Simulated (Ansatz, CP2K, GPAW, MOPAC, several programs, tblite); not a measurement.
# Mg4Se3O from cheap methods to r2SCAN

How much accuracy does each second buy? Mg4Se3O is computed with 9 methods, from the cheapest up to r2SCAN.

Program: MOPAC, tblite, CP2K, Ansatz (versions at each run). Level of theory: no spin polarisation, static lattice; gaps from single points on the cell relaxed beforehand with r²SCAN. These are calculated values, not measurements.

4 further runs of the same task are left out: 4 set aside as unsound or not needed.

## Step 1: Starting point

It takes space group I-42m (No. 121, tetragonal). The conventional cell has a = 5.634 Å, b = 5.634 Å, c = 10.908 Å, α = 90.00°, β = 90.00°, γ = 90.00°. Around O (site symmetry -42m) lie 4 Mg at 2.03 Å. Around Mg (site symmetry m) lie 1 O at 2.03 Å and 3 Se at 2.55 to 2.60 Å. Around Se (site symmetry -4) lie 4 Mg at 2.55 Å. Se (site symmetry -42m) has 4 Mg at 2.60 Å as nearest neighbours.

Structure file:

```cif
data_structure
_symmetry_space_group_name_H-M 'P 1'
_symmetry_Int_Tables_number 1
_cell_length_a 6.7540
_cell_length_b 6.7540
_cell_length_c 6.7540
_cell_angle_alpha 130.698
_cell_angle_beta 130.698
_cell_angle_gamma 72.293
_cell_volume 173.12
loop_
_atom_site_label
_atom_site_type_symbol
_atom_site_fract_x
_atom_site_fract_y
_atom_site_fract_z
_atom_site_occupancy
O1 O 0.00000 0.00000 0.00000 1
Mg1 Mg 0.68388 0.68388 0.58329 1
Se1 Se 0.25000 0.75000 0.50000 1
Mg2 Mg 0.89940 0.31612 0.00000 1
Se2 Se 0.50000 0.50000 0.00000 1
Mg3 Mg 0.10060 0.10060 0.41671 1
Se3 Se 0.75000 0.25000 0.50000 1
Mg4 Mg 0.31612 0.89940 0.00000 1
```

The structure type (ordered alloy on zincblende lattice) is imposed and need not be the compound's stable one.

**Question.** The methods are PM6, PM7, GFN1-xTB (tblite), GFN2-xTB (tblite), PBE/DZVP, PBE/SZV, coarse PBE, PBE, r2SCAN. What gap does r2SCAN give on this cell, and which other methods (full PBE left aside) come nearest to r2SCAN and farthest in gap, volume and bulk modulus?

```
                                               quantity                                                   value
                                                 r2SCAN                   gap 2.26 eV, 21.64 Å³/atom, B₀ 62 GPa
         gap: nearest and farthest of the other methods            PM6 (+0.23 eV), GFN1-xTB (tblite) (-2.26 eV)
      volume: nearest and farthest of the other methods  GFN1-xTB (tblite) (-1.7 %), GFN2-xTB (tblite) (-2.0 %)
bulk modulus: nearest and farthest of the other methods    GFN1-xTB (tblite) (-22 %), GFN2-xTB (tblite) (-34 %)
```

What this shows: Among the 6 methods compared for the gap (full PBE left aside), PM6 is nearest to r2SCAN and GFN1-xTB (tblite) farthest. Among the 2 methods compared for the volume (full PBE left aside), GFN1-xTB (tblite) is nearest to r2SCAN and GFN2-xTB (tblite) farthest. Among the 2 methods compared for the bulk modulus (full PBE left aside), GFN1-xTB (tblite) is nearest to r2SCAN and GFN2-xTB (tblite) farthest. A minimal basis or a coarse cutoff and mesh shifts results by its own error, so closeness to r2SCAN can be chance. Cluster runs see only the k-points that fold onto the zone centre, so their gaps can miss the band edges. PM7 ended in an unphysical state and is left out of the comparison. No volume is given for PM6, PBE/DZVP, PBE/SZV, coarse PBE, which can hide a larger miss. CPU times run from 5.2 s (GFN1-xTB (tblite)) to 2 min (r2SCAN). GFN1-xTB (tblite) disagrees with r2SCAN even on whether there is a gap. r2SCAN is a yardstick, not the truth: it usually gives gaps below the measured ones.
